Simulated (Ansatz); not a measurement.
**As started on a C site and a Sn vacancy in zincblende SnC, 15 atoms, charge −1**

Aim: a base single point, then the same cell under other settings, to see what each one moves.

Method: density functional theory in Ansatz 0.2.0, PAW datasets, plane waves.

### 1 The system as built

15 atoms (7 Sn, 7 C, 1 As); a = 7.119 Å, b = 7.119 Å, c = 7.119 Å, α = 60.00°, β = 60.00°, γ = 60.00°. All atoms were shaken off their sites by about 0.07 Å along each axis. Defect site 1: (0.625, 0.625, 0.625). Defect site 2: (0.500, 0.500, 0.500). Starting moments add up to 2 μB.

As a file:

```
Sn C As
1.0
     0.00000    5.03398    5.03398
     5.03398    0.00000    5.03398
     5.03398    5.03398    0.00000
Sn C As
7 7 1
Direct
  0.02203 0.00695 0.98773
  0.99016 0.00037 0.51648
  0.49587 0.49251 0.00433
  0.99421 0.49275 0.01045
  0.51466 0.98380 0.50638
  0.50642 0.98413 0.01077
  0.99976 0.49952 0.48325
  0.11554 0.12280 0.12695
  0.11926 0.12477 0.64428
  0.63599 0.62982 0.11454
  0.10688 0.62272 0.14335
  0.60462 0.11724 0.64554
  0.61824 0.12119 0.13186
  0.13143 0.62452 0.61757
  0.65025 0.61632 0.61248
```

### 2 PBEsol on the given atoms

Input file in.yaml:

```yaml
crystal:
  lattice:
    - [0.000000, 5.033980, 5.033980]
    - [5.033980, 0.000000, 5.033980]
    - [5.033980, 5.033980, 0.000000]
  atoms:
    - { symbol: Sn, position: [0.022029, 0.006947, 0.987727] }
    - { symbol: Sn, position: [0.990161, 0.000368, 0.516485] }
    - { symbol: Sn, position: [0.495868, 0.492510, 0.004330], spin: 0.286 }
    - { symbol: Sn, position: [0.994205, 0.492755, 0.010454] }
    - { symbol: Sn, position: [0.514658, 0.983804, 0.506383], spin: 0.286 }
    - { symbol: Sn, position: [0.506417, 0.984135, 0.010770] }
    - { symbol: Sn, position: [0.999756, 0.499523, 0.483246], spin: 0.286 }
    - { symbol: C, position: [0.115540, 0.122804, 0.126946] }
    - { symbol: C, position: [0.119264, 0.124767, 0.644277] }
    - { symbol: C, position: [0.635994, 0.629817, 0.114539], spin: 0.286 }
    - { symbol: C, position: [0.106879, 0.622723, 0.143354] }
    - { symbol: C, position: [0.604620, 0.117242, 0.645543], spin: 0.286 }
    - { symbol: C, position: [0.618236, 0.121186, 0.131864] }
    - { symbol: C, position: [0.131432, 0.624524, 0.617567], spin: 0.286 }
    - { symbol: As, position: [0.650251, 0.616318, 0.612479], spin: 0.286 }
kpoints:
  mp_grid: { grid: [2, 2, 2], shift: [0.5, 0.5, 0.5] }
hamiltonian:
  xc: pbesol
total_charge: -1
magnetization:
  spin_polarized: true
scf:
  occupations: { method: fermi_dirac, width: 0.01 }
output:
  forces: true
  eigenvalues: true
  populations: true
  charged_corrections: { epsilon: 9 }
```

On the command line:

```sh
> ansatz run in.yaml --threads 7 --pin off --max-ram 13300MiB --runs-dir r --events-out ev --progress --plain
```

### 3 Changed settings: density cutoff ratio 3, charge changed by 6, 0 extra bands

Changes to in.yaml since step 2:

```diff
@@ -23,5 +23,6 @@
   mp_grid: { grid: [2, 2, 2], shift: [0.5, 0.5, 0.5] }
+basis: { ecutrho_ratio: 3 }
 hamiltonian:
   xc: pbesol
-total_charge: -1
+total_charge: 5
 magnetization:
@@ -30,2 +31,4 @@
   occupations: { method: fermi_dirac, width: 0.01 }
+  max_iter: 70
+  n_extra_bands: 0
 output:
@@ -33,3 +36,2 @@
   eigenvalues: true
-  populations: true
-  charged_corrections: { epsilon: 9 }
+  stress: true
```

### 4 Run again with at most 9 cycles

Changes to in.yaml since step 3:

```diff
@@ -23,6 +23,5 @@
   mp_grid: { grid: [2, 2, 2], shift: [0.5, 0.5, 0.5] }
-basis: { ecutrho_ratio: 3 }
 hamiltonian:
   xc: pbesol
-total_charge: 5
+total_charge: -1
 magnetization:
@@ -31,4 +30,3 @@
   occupations: { method: fermi_dirac, width: 0.01 }
-  max_iter: 70
-  n_extra_bands: 0
+  max_iter: 9
 output:
```

### 5 Variant: charge changed by -2, accuracy high

Changes to in.yaml since step 4:

```diff
@@ -1 +1,2 @@
+accuracy: high
 crystal:
@@ -25,3 +26,3 @@
   xc: pbesol
-total_charge: -1
+total_charge: -3
 magnetization:
@@ -30,3 +31,3 @@
   occupations: { method: fermi_dirac, width: 0.01 }
-  max_iter: 9
+  max_iter: 60
 output:
```

### 6 Run again with functional RPBE, density cutoff ratio 2

Changes to in.yaml since step 5:

```diff
@@ -1,2 +1 @@
-accuracy: high
 crystal:
@@ -24,5 +23,6 @@
   mp_grid: { grid: [2, 2, 2], shift: [0.5, 0.5, 0.5] }
+basis: { ecutrho_ratio: 2 }
 hamiltonian:
-  xc: pbesol
-total_charge: -3
+  xc: rpbe
+total_charge: -1
 magnetization:
@@ -31,3 +31,3 @@
   occupations: { method: fermi_dirac, width: 0.01 }
-  max_iter: 60
+  max_iter: 100
 output:
```

Before running it: what results should come out? Wanted: for each run, settings; status; energy from base; forces from base.

The runs gave:

| settings | status | cycles | time | energy from base (meV/atom) | forces from base (eV/Å rms) | filled to empty level on the mesh (eV) |
| --- | --- | --- | --- | --- | --- | --- |
| base | converged | 22 | 8.1 s (7 CPU threads) | 0 | 0 | none |
| density cutoff ratio 3, charge changed by 6, 0 extra bands | refused | - | 0.1 s (7 CPU threads) | - | - | - |
| at most 9 cycles | not converged | - | 4.5 s (7 CPU threads) | - | - | - |
| charge changed by -2, accuracy high | converged | 21 | 6.8 s (7 CPU threads) | - | 0.384 | 0.17 |
| functional RPBE, density cutoff ratio 2 | converged, settings too loose | 29 | 8.9 s (7 CPU threads) | - | 0.127 | 0.08 |

The base run shows no spacing between filled and empty levels on this coarse mesh with displaced atoms and smearing, so occupations can shift between runs, and part of each change may come from that and not from the setting itself.

**What this shows.** Among these variants the forces move most with charge changed by -2, accuracy high (0.384 eV/Å rms) and least with functional RPBE, density cutoff ratio 2 (0.127). 2 of 4 variants gave no result: density cutoff ratio 3, charge changed by 6, 0 extra bands (refused); at most 9 cycles (not converged).
